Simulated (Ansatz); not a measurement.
# Rh: the cost of one run

Program: Ansatz 0.2.0. Level of theory: DFT PBEsol, scalar-relativistic, plane waves, PAW. These are calculated values, not measurements.

### Step 1. Starting point

The structure is cubic, space group Fm-3m (No. 225). Conventional cell: a = 3.803 Å, b = 3.803 Å, c = 3.803 Å, α = 90.00°, β = 90.00°, γ = 90.00°. Rh (site symmetry m-3m) is surrounded by 12 Rh at 2.69 Å.

Structure file:

```cif
data_structure
_symmetry_space_group_name_H-M 'Fm-3m'
_symmetry_Int_Tables_number 225
_cell_length_a 3.8031
_cell_length_b 3.8031
_cell_length_c 3.8031
_cell_angle_alpha 90.000
_cell_angle_beta 90.000
_cell_angle_gamma 90.000
_cell_volume 55.01
loop_
_atom_site_label
_atom_site_type_symbol
_atom_site_symmetry_multiplicity
_atom_site_Wyckoff_symbol
_atom_site_fract_x
_atom_site_fract_y
_atom_site_fract_z
_atom_site_occupancy
Rh1 Rh 4 a 0.00000 0.00000 0.00000 1
```

No relaxation comes first: the listed cell is the starting point.

### Step 2. The reference: the undisturbed cell on the scan's mesh

The input, input.yaml:

```yaml
crystal:
  lattice:
    - [0.0, 1.90155, 1.90155]
    - [1.90155, 0.0, 1.90155]
    - [1.90155, 1.90155, 0.0]
  atoms:
    - { symbol: Rh, position: [0.0, 0.0, 0.0] }
basis:
  ecutwfc: 420
kpoints:
  mp_grid: { grid: [22, 22, 22] }
hamiltonian:
  xc: pbesol
scf:
  occupations: { method: gaussian, width: 0.15 }
output:
  forces: true
  stress: true
  eigenvalues: true
```

The run is started by

```bash
$ ansatz run input.yaml --threads 1 --pin off --max-ram 1228MiB --backend cpu --events-out ev --progress --plain --runs-dir out
```

What time and memory should one allow on 1 thread of an Arm CPU, shared host?

About 3.6 s, with a peak of 0.32 GiB.
